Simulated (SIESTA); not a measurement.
Crystal: Sn3Se.

```
Sn Se
1.0
     0.00000    3.73314    3.73314
     3.73314    0.00000    3.73314
     3.73314    3.73314    0.00000
Sn Se
3 1
Direct
  0.50000 0.50000 0.50000
  0.75000 0.75000 0.75000
  0.25000 0.25000 0.25000
  0.00000 0.00000 0.00000
```

The cell comes from a database or a generator and needn't be the stable form of this composition.

- Program: SIESTA 5.4.2
- Task: single point
- Functional: PBE
- Potentials or basis: PseudoDojo 0.4 standard (PBE files)
- Basis: DZP (energy shift 0.003 Ry; two zetas on semicore shells)
- Grid cutoff: 500 Ry
- Energy shift: 0.003 Ry
- k mesh: 6 × 6 × 6
- Occupations: fermi-dirac, width 0.05 eV
- Spin: no spin polarisation

On this cell: pressure 0.8 GPa; largest force zero by symmetry; band gap on the k mesh none (metal or under the smearing width).

The same run follows on a disturbed copy (atoms moved at random, drawn with an rms of 0.05 Å):

```
Sn Se
1.0
     0.00000    3.73314    3.73314
     3.73314    0.00000    3.73314
     3.73314    3.73314    0.00000
Sn Se
3 1
Direct
  0.50350 0.49208 0.50754
  0.75201 0.74705 0.75164
  0.25112 0.24668 0.24994
  0.99438 0.99926 0.99853
```

**Question.** What changes?

**Answer.** The energy (extrapolated to zero smearing) moves by +1.3 meV/atom; pressure 0.8 GPa; largest force 0.166 eV/Å; band gap on the k mesh none (metal or under the smearing width).

Forces on the atoms (eV/Å):
```
Sn  -0.021 -0.165 -0.002
Sn  -0.002  0.016 -0.009
Sn   0.008  0.030 -0.003
Se   0.012  0.121  0.012
```

Caveats: the basis of atomic orbitals isn't converged, which shifts pressures, moduli and gaps.
